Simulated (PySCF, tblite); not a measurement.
**C₄H₁₀OSi: geometry, infrared bands and NMR shifts**

Aim: predict the infrared bands and NMR shifts of C₄H₁₀OSi (`C=CO[SiH](C)C`).

Programs: tblite 0.8.0 and PySCF 2.14.0, with density-fitted response routines of our own. Each step states its level of theory. These are calculated values for one molecule in the gas phase, unless marked as measured. Atoms are numbered from 0 throughout.

## (1) Starting geometry

16 atoms, charge 0, multiplicity 1; geometry from: force field or distance geometry start.

Bonds of the start (Å): C0–C1 1.35, C1–O2 1.35, O2–Si3 1.68, Si3–C4 1.87, Si3–C5 1.85, C0–H6 1.09, C0–H7 1.08, C1–H8 1.09, Si3–H9 1.50, C4–H10 1.09, C4–H11 1.10, C4–H12 1.09, C5–H13 1.09, C5–H14 1.09, C5–H15 1.10.

## (2) Geometry optimisation with GFN2-xTB

Job settings and geometry (Å):

```
{"job": {"kind": "relax", "xc": "GFN2-xTB", "basis": "xTB"}, "charge": 0, "multiplicity": 1}
C      3.130400     0.058800     0.627600
C      1.804700    -0.115400     0.778500
O      0.911900     0.461500    -0.051000
Si    -0.735300     0.191800     0.114800
C     -1.217100    -1.516400    -0.460100
C     -1.752900     1.476200    -0.754400
H      3.504000     0.681600    -0.182000
H      3.841800    -0.395900     1.305100
H      1.414200    -0.732100     1.591100
H     -1.062600     0.261200     1.576400
H     -2.288800    -1.692200    -0.321500
H     -1.001000    -1.637400    -1.531200
H     -0.673800    -2.287300     0.089000
H     -2.813300     1.305100    -0.599900
H     -1.558300     1.470800    -1.826700
H     -1.511500     2.478600    -0.367100
```

The run is started by

```
$ OMP_NUM_THREADS=1 python probes_run.py task.json out
```

One launch serves the whole session: the jobs run in the order shown.

**Question.** This job is followed by: GFN2-xTB harmonic vibrations, gas phase; GIAO PBE0/pcSseg-1 NMR shielding, non-relativistic, gas phase. What will the session give for the following? strongest single infrared mode (GFN2-xTB); zero-point energy (GFN2-xTB); 13C shifts against TMS (PBE0/pcSseg-1, means over atoms taken as alike); 1H shifts against TMS (PBE0/pcSseg-1, means over atoms taken as alike); 17O shifts against H2O (PBE0/pcSseg-1); 29Si shifts against TMS (PBE0/pcSseg-1).

**Answer**, as computed:

```
                                                               quantity                             value
                              strongest single infrared mode (GFN2-xTB)             1196 cm⁻¹, 402 km/mol
                                           zero-point energy (GFN2-xTB)                     79.9 kcal/mol
13C shifts against TMS (PBE0/pcSseg-1, means over atoms taken as alike)            152.4, 100.2, -0.3 ppm
 1H shifts against TMS (PBE0/pcSseg-1, means over atoms taken as alike)  6.57, 5.23, 4.84, 4.46, 0.18 ppm
                                 17O shifts against H2O (PBE0/pcSseg-1)                         123.9 ppm
                                29Si shifts against TMS (PBE0/pcSseg-1)                           0.1 ppm
```

In words: The optimisation took 71 steps and gained 0.184 eV; among the close pairs (by a distance rule), O2–Si3 changed most, from 1.677 to 1.637 Å. No mode is imaginary among the 42: a minimum at this level. The strongest single mode, at 1196 cm⁻¹, moves mainly O2 and C1. Unscaled tight-binding wavenumbers are off by several per cent, some by more. Its intensities can rank the bands wrongly. C1 (alkene carbon bearing oxygen) lies farthest downfield among carbon, at 152.4 ppm; an sp2 carbon further deshielded by the attached heteroatom. H8 (hydrogen on an alkene carbon bearing oxygen) lies farthest downfield among hydrogen, at 6.57 ppm; a vinylic proton, deshielded by the sp2 carbon and the C=C anisotropy.
